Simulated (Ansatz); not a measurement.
Geometry optimisation, Ansatz 0.2.0, DFT PBE, scalar-relativistic, plane waves, PAW.

Input file:

```yaml
crystal:
  lattice:
    - [0.0, 5.43, 5.43]
    - [5.43, 0.0, 5.43]
    - [5.43, 5.43, 0.0]
  atoms:
    - { symbol: Si, position: [0.0, 0.0, 0.0] }
    - { symbol: Si, position: [0.125, 0.125, 0.125] }
    - { symbol: Si, position: [0.0, 0.0, 0.5] }
    - { symbol: Si, position: [0.125, 0.125, 0.625] }
    - { symbol: Si, position: [0.0, 0.5, 0.0] }
    - { symbol: Si, position: [0.125, 0.625, 0.125] }
    - { symbol: Si, position: [0.0, 0.5, 0.5] }
    - { symbol: Si, position: [0.125, 0.625, 0.625] }
    - { symbol: Si, position: [0.5, 0.0, 0.0] }
    - { symbol: Si, position: [0.625, 0.125, 0.125] }
    - { symbol: Si, position: [0.5, 0.0, 0.5] }
    - { symbol: Si, position: [0.625, 0.125, 0.625] }
    - { symbol: Si, position: [0.5, 0.5, 0.0] }
    - { symbol: Si, position: [0.625, 0.625, 0.125] }
    - { symbol: Si, position: [0.5, 0.5, 0.5] }
    - { symbol: Si, position: [0.625, 0.625, 0.625] }
    - { symbol: As, position: [0.2434156, 0.7538415, 0.7471958], spin: 1.0 }
magnetization:
  spin_polarized: true
basis:
  ecutwfc: 420.0
kpoints:
  mp_grid: { grid: [2, 2, 2] }
hamiltonian:
  xc: pbe
  pseudopotentials: { kind: paw, azcp: { folder: soft_1 } }
scf:
  occupations: { method: gaussian, width: 0.02 }
  lower_state_search: "off"
relax:
  f_tol: 0.03
  max_steps: 60
  adjacent_minimum: "off"
output:
  write_density: true
  write_potential: true
  elf: true
  volumetric_format: npy
```

Run as:

```bash
$ ansatz run input.yaml --threads 2 --pin off --max-ram 5120MiB --backend cpu --events-out ev --progress --plain --runs-dir out
```

Question: Where does it end, and by what steps?

Answer: The forces met the threshold. Limits of this set-up: coarse k mesh. After 3 steps the energy has fallen by 0.400 eV; Si8 moved furthest, 0.08 Å.

| step | energy less start (eV) | largest force component (eV/Å) | accepted |
| --- | --- | --- | --- |
| 0 | 0.0000 | 1.134 | yes |
| 1 | -0.3629 | 0.379 | yes |
| 2 | -0.3994 | 0.034 | yes |
| 3 | -0.4002 | 0.005 | yes |

```xyz
17
Lattice="0.0000 5.4300 5.4300 5.4300 0.0000 5.4300 5.4300 5.4300 0.0000" Properties=species:S:1:pos:R:3
Si 0.044 -0.002 0.000
Si 1.344 1.369 1.371
Si 2.715 2.669 -0.001
Si 4.120 4.023 1.404
Si 2.714 -0.003 2.671
Si 4.119 1.400 4.026
Si 5.431 2.710 2.714
Si 6.741 4.023 4.024
Si 0.000 2.714 2.715
Si 1.345 4.057 4.059
Si 2.716 5.427 2.757
Si 4.086 6.799 4.058
Si 2.716 2.754 5.429
Si 4.085 4.057 6.799
Si 5.387 5.427 5.428
Si 6.742 6.830 6.832
As 8.145 5.425 5.429
```

Whether the end is a true minimum wasn't checked by a vibrational analysis.

Time of the run: 66 s on 2 threads of Arm Neoverse V2, on a shared host, peak memory 0.72 GiB.
